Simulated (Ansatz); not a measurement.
Runs of Ansatz 0.2.0 on Hf2Pd2Se2Br2O3. The typed cell holds 11 atoms: a = 5.607 Å, b = 5.574 Å, c = 8.642 Å, α = 75.02°, β = 81.24°, γ = 74.12°. The cell was built by a generator and needn't be a form met in nature.

| task | level | potentials or basis | U | k mesh | cutoff (eV) | basis error allowed | gap on the mesh (eV) | pressure (GPa) | largest force (eV/Å) |
| --- | --- | --- | --- | --- | --- | --- | --- | --- | --- |
| single point | PBE | all-electron LAPW, scalar-relativistic | - | 4 × 4 × 3 | 481 | 0.002 eV/atom | none | 0.2 | 0.05 |
| electrostatic potential | PBE | all-electron PAW datasets made for the crystal | - | 5 × 5 × 4 | 480 | - | none | (b) | 0.03 |
| single point | PBE+U | all-electron LAPW, scalar-relativistic | Hf d U = 6 eV, Pd d U = 6 eV | 4 × 4 × 3 | 481 | 0.002 eV/atom | none | 2.9 | 0.69 |
| single point | PBE+U | all-electron LAPW, scalar-relativistic | Hf d U = 3 eV, Pd d U = 3 eV | 4 × 4 × 3 | 481 | 0.002 eV/atom | none | 1.4 | (c) |
| band structure | RPBE | all-electron LAPW, scalar-relativistic | - | 4 × 4 × 3 | 481 | 0.002 eV/atom | - | (a) | 0.20 |

Alike in all rows: no spin polarisation; cell as given; smearing fermi-dirac 0.05 eV.

Estimate the missing entries.

(a) 2.5; (b) -0.1; (c) 0.32.

Caveats: the k mesh is thin for a metal, which can move the energy by tens of meV per atom (some runs); U is the effective U less J, on atomic orbitals that reach past the spheres (some runs); U without spin polarisation on a metal has little footing (some runs).

A k mesh can miss the band edges, and the runs leave out spin-orbit coupling on Br, Hf, Pd, Se.

A gap of «none» marks a metal or a gap under the smearing width.

Not every run made on this cell is shown here.
